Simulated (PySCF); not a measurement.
# A gas-phase reaction: FH5OSi2 → H5OSi2 + F

Aim: the reaction energy of `O[SiH](F)[SiH3]` → `O[SiH][SiH3]` + `[F]`.

Computed with PySCF 2.14.0; each step states its level. No surroundings beyond the atoms listed, unless a continuum is named. Atoms count from 0, parts from 1.

## 1. The system as given

Each species was relaxed by itself at PBE0-D3(BJ)/def2-SVPD.

## 2. Energies of the species: wB97M-D3(BJ)/def2-TZVPD

The job: settings as JSON, then the geometry in Å.

```
{"job": {"kind": "react", "xc": "wB97M-D3(BJ)", "basis": "def2-TZVPD"}, "charge": 0, "multiplicity": 1}
-1 FH5OSi2 charge 0 multiplicity 1
O     -1.311620     0.134510     1.403140
Si    -0.206460    -0.691510     0.475200
F      1.031980    -1.216180     1.420970
Si     0.657410     0.832740    -1.074370
H     -1.858510    -0.350690     2.025870
H     -0.813910    -1.938100    -0.075430
H      1.262730     1.986360    -0.347020
H     -0.434340     1.318880    -1.969330
H      1.702110     0.154420    -1.898130

+1 H5OSi2 charge 0 multiplicity 2
O      1.923830    -0.610820    -0.127200
Si     0.840400     0.678750    -0.250420
Si    -1.325620    -0.205780    -0.137950
H      2.843290    -0.405100     0.059530
H      1.126380     1.680660     0.836560
H     -1.533150    -1.051580     1.078640
H     -2.279350     0.944760    -0.107250
H     -1.596010    -1.031140    -1.352060

+1 F charge 0 multiplicity 2
F      0.000000     0.000000     0.000000
```

With the program's defaults for keys left out, this is: wB97M-D3(BJ)/def2-TZVPD reaction energy of separated species, gas phase.

On the command line:

```
> OMP_NUM_THREADS=1 python cluster_run.py task.json out
```

This one command runs all jobs of the session in turn.

Standard output:

```text
species 1 (FH5OSi2)
coarse grid: 35664 points
cycle   1  E = -757.2433130396  dE =  3.358e-02  |g| = 8.305e-01  |ddm| = 2.186e+00
cycle   2  E = -757.2216254550  dE =  2.169e-02  |g| = 9.863e-01  |ddm| = 9.091e-01
cycle   3  E = -757.3700808708  dE = -1.485e-01  |g| = 3.838e-02  |ddm| = 4.511e-01
cycle   4  E = -757.3705255339  dE = -4.447e-04  |g| = 1.228e-02  |ddm| = 6.151e-02
cycle   5  E = -757.3705745036  dE = -4.897e-05  |g| = 2.567e-03  |ddm| = 1.869e-02
cycle   6  E = -757.3705770713  dE = -2.568e-06  |g| = 1.070e-03  |ddm| = 4.550e-03
final grid: 73528 points
cycle   7  E = -757.3705349159  dE = -2.853e-07  |g| = 1.074e-03  |ddm| = 2.880e-03
cycle   8  E = -757.3705348747  dE =  4.111e-08  |g| = 1.267e-03  |ddm| = 1.090e-03
cycle   9  E = -757.3705351141  dE = -2.393e-07  |g| = 5.182e-05  |ddm| = 5.301e-04
cycle  10  E = -757.3705351165  dE = -2.436e-09  |g| = 2.340e-05  |ddm| = 1.190e-04
cycle  11  E = -757.3705351168  dE = -3.106e-10  |g| = 7.659e-06  |ddm| = 4.839e-05
converged SCF energy = -757.3705351168

species 2 (H5OSi2)
coarse grid: 30368 points
cycle   1  E = -657.2483613601  dE = -8.423e-02  |g| = 4.733e-01  |ddm| = 1.445e+00
cycle   2  E = -657.2155935965  dE =  3.277e-02  |g| = 5.951e-01  |ddm| = 5.556e-01
cycle   3  E = -657.3381647058  dE = -1.226e-01  |g| = 3.246e-02  |ddm| = 2.838e-01
cycle   4  E = -657.3390143727  dE = -8.497e-04  |g| = 1.050e-02  |ddm| = 5.696e-02
cycle   5  E = -657.3391701218  dE = -1.557e-04  |g| = 3.270e-03  |ddm| = 2.697e-02
cycle   6  E = -657.3392000446  dE = -2.992e-05  |g| = 1.378e-03  |ddm| = 1.167e-02
cycle   7  E = -657.3392071456  dE = -7.101e-06  |g| = 4.829e-04  |ddm| = 6.023e-03
final grid: 61920 points
cycle   8  E = -657.3391803609  dE = -7.379e-07  |g| = 2.856e-04  |ddm| = 2.226e-03
cycle   9  E = -657.3391805986  dE = -2.378e-07  |g| = 1.765e-04  |ddm| = 6.803e-04
cycle  10  E = -657.3391806845  dE = -8.584e-08  |g| = 1.261e-04  |ddm| = 4.071e-04
cycle  11  E = -657.3391807289  dE = -4.446e-08  |g| = 5.172e-05  |ddm| = 4.283e-04
cycle  12  E = -657.3391807321  dE = -3.189e-09  |g| = 8.411e-06  |ddm| = 1.115e-04
cycle  13  E = -657.3391807323  dE = -2.289e-10  |g| = 2.472e-06  |ddm| = 3.439e-05
converged SCF energy = -657.3391807323

species 3 (F)
coarse grid: 5304 points
cycle   1  E = -99.7820933357  dE = -1.786e-01  |g| = 1.190e-01  |ddm| = 4.703e-01
cycle   2  E = -99.7856882042  dE = -3.595e-03  |g| = 3.590e-02  |ddm| = 4.709e-02
cycle   3  E = -99.7860007336  dE = -3.125e-04  |g| = 2.055e-02  |ddm| = 2.092e-02
cycle   4  E = -99.7861188749  dE = -1.181e-04  |g| = 2.310e-03  |ddm| = 7.856e-03
cycle   5  E = -99.7861233878  dE = -4.513e-06  |g| = 3.296e-04  |ddm| = 2.233e-03
final grid: 11608 points
cycle   6  E = -99.7861114244  dE = -8.159e-08  |g| = 1.265e-04  |ddm| = 2.309e-04
cycle   7  E = -99.7861114360  dE = -1.161e-08  |g| = 5.672e-05  |ddm| = 9.004e-05
cycle   8  E = -99.7861114378  dE = -1.802e-09  |g| = 3.250e-05  |ddm| = 4.089e-05
cycle   9  E = -99.7861114382  dE = -4.567e-10  |g| = 2.681e-06  |ddm| = 2.094e-05
converged SCF energy = -99.7861114382

Reaction energy = 154.387 kcal/mol
```

It took 53 s on 1 thread of Arm Neoverse N1, shared host; peak memory 0.77 GiB.

Species by species (with the dispersion term, which the log's SCF energies lack):

```csv
ν,species,energy (Eh),HOMO (eV)
-1,O[SiH](F)[SiH3],-757.37836,-10.58
+1,O[SiH][SiH3],-657.34622,-7.61
+1,[F],-99.78611,-15.25
```

## 3. Energies of the species: PBE0-D3(BJ)/def2-TZVPD

Settings changed since step 2:

```diff
@@ -1,2 +1,2 @@
-{"job": {"kind": "react", "xc": "wB97M-D3(BJ)", "basis": "def2-TZVPD"}, "charge": 0, "multiplicity": 1}
+{"job": {"kind": "react", "xc": "PBE0", "basis": "def2-TZVPD", "disp": "d3bj"}, "charge": 0, "multiplicity": 1}
 -1 FH5OSi2 charge 0 multiplicity 1
```

Method: PBE0-D3(BJ)/def2-TZVPD reaction energy of separated species, gas phase.

Standard output:

```text
species 1 (FH5OSi2)
coarse grid: 8520 points
cycle   1  E = -756.7133103782  dE =  9.237e-02  |g| = 8.634e-01  |ddm| = 2.218e+00
cycle   2  E = -756.4834784964  dE =  2.298e-01  |g| = 1.440e+00  |ddm| = 1.144e+00
cycle   3  E = -756.8382053134  dE = -3.547e-01  |g| = 5.540e-02  |ddm| = 7.392e-01
cycle   4  E = -756.8386551740  dE = -4.499e-04  |g| = 3.618e-02  |ddm| = 5.412e-02
cycle   5  E = -756.8388458310  dE = -1.907e-04  |g| = 1.163e-02  |ddm| = 2.127e-02
cycle   6  E = -756.8388661962  dE = -2.037e-05  |g| = 1.021e-03  |ddm| = 6.328e-03
cycle   7  E = -756.8388664229  dE = -2.267e-07  |g| = 2.519e-04  |ddm| = 1.207e-03
final grid: 73528 points
cycle   8  E = -756.8401257833  dE = -2.682e-05  |g| = 4.082e-03  |ddm| = 2.390e-02
cycle   9  E = -756.8401217407  dE =  4.043e-06  |g| = 6.321e-03  |ddm| = 4.905e-03
cycle  10  E = -756.8401282418  dE = -6.501e-06  |g| = 3.439e-04  |ddm| = 3.060e-03
cycle  11  E = -756.8401282600  dE = -1.819e-08  |g| = 5.780e-05  |ddm| = 2.524e-04
cycle  12  E = -756.8401282605  dE = -5.098e-10  |g| = 1.590e-05  |ddm| = 6.228e-05
converged SCF energy = -756.8401282605

species 2 (H5OSi2)
coarse grid: 7440 points
cycle   1  E = -656.8326294762  dE = -2.032e-02  |g| = 5.053e-01  |ddm| = 1.434e+00
cycle   2  E = -656.5496397607  dE =  2.830e-01  |g| = 9.750e-01  |ddm| = 7.313e-01
cycle   3  E = -656.9258399890  dE = -3.762e-01  |g| = 5.585e-02  |ddm| = 5.143e-01
cycle   4  E = -656.9274779648  dE = -1.638e-03  |g| = 1.153e-02  |ddm| = 5.774e-02
cycle   5  E = -656.9275668463  dE = -8.888e-05  |g| = 2.338e-03  |ddm| = 1.689e-02
cycle   6  E = -656.9275736781  dE = -6.832e-06  |g| = 1.137e-03  |ddm| = 5.644e-03
final grid: 61920 points
cycle   7  E = -656.9258523875  dE = -1.611e-05  |g| = 2.491e-03  |ddm| = 1.609e-02
cycle   8  E = -656.9258491868  dE =  3.201e-06  |g| = 3.877e-03  |ddm| = 3.361e-03
cycle   9  E = -656.9258545637  dE = -5.377e-06  |g| = 3.380e-04  |ddm| = 1.983e-03
cycle  10  E = -656.9258546112  dE = -4.755e-08  |g| = 7.897e-05  |ddm| = 3.165e-04
cycle  11  E = -656.9258546165  dE = -5.228e-09  |g| = 2.185e-05  |ddm| = 1.136e-04
cycle  12  E = -656.9258546171  dE = -6.032e-10  |g| = 6.341e-06  |ddm| = 4.602e-05
converged SCF energy = -656.9258546171

species 3 (F)
coarse grid: 1088 points
cycle   1  E = -99.6695763384  dE = -1.026e-01  |g| = 1.291e-01  |ddm| = 4.734e-01
cycle   2  E = -99.6737850543  dE = -4.209e-03  |g| = 2.994e-02  |ddm| = 5.025e-02
cycle   3  E = -99.6739064579  dE = -1.214e-04  |g| = 2.441e-02  |ddm| = 2.050e-02
cycle   4  E = -99.6740675935  dE = -1.611e-04  |g| = 1.842e-03  |ddm| = 9.563e-03
cycle   5  E = -99.6740693694  dE = -1.776e-06  |g| = 2.631e-04  |ddm| = 1.292e-03
final grid: 11608 points
cycle   6  E = -99.6770306307  dE = -3.101e-06  |g| = 8.038e-04  |ddm| = 2.410e-03
cycle   7  E = -99.6770306559  dE = -2.523e-08  |g| = 7.360e-04  |ddm| = 5.742e-04
cycle   8  E = -99.6770307998  dE = -1.438e-07  |g| = 3.750e-05  |ddm| = 2.809e-04
cycle   9  E = -99.6770308004  dE = -6.964e-10  |g| = 4.899e-06  |ddm| = 2.580e-05
converged SCF energy = -99.6770308004

Reaction energy = 149.159 kcal/mol
```

It took 23 s on 1 thread of Arm Neoverse N1, shared host; peak memory 0.61 GiB.

Reaction energy at this level: 149.2 kcal/mol.

## 4. Side by side

Energies in kcal/mol, with wall time:

```csv
run,reaction,time
wB97M-D3(BJ)/def2-TZVPD,154.4,53 s
PBE0-D3(BJ)/def2-TZVPD,149.2,23 s
```

## 5. Outcome

```
                                                quantity                    value
               reaction energy (wB97M-D3(BJ)/def2-TZVPD)           154.4 kcal/mol
                     ΔH, ΔG at 298 K (xTB thermal terms)  +153.2, +142.6 kcal/mol
range of the reaction energy over the runs of this table  149.2 to 154.4 kcal/mol
```

What this shows: The reaction is endothermic by 153.2 kcal/mol in the gas phase; dispersion gives +0.50, and xTB itself gave 149.9 for the electronic energy (xTB energies and thermal terms come from the earlier relaxation of each species, not shown). No barrier was sought. The reaction energy runs from 149.2 (PBE0-D3(BJ)/def2-TZVPD) to 154.4 kcal/mol (wB97M-D3(BJ)/def2-TZVPD).
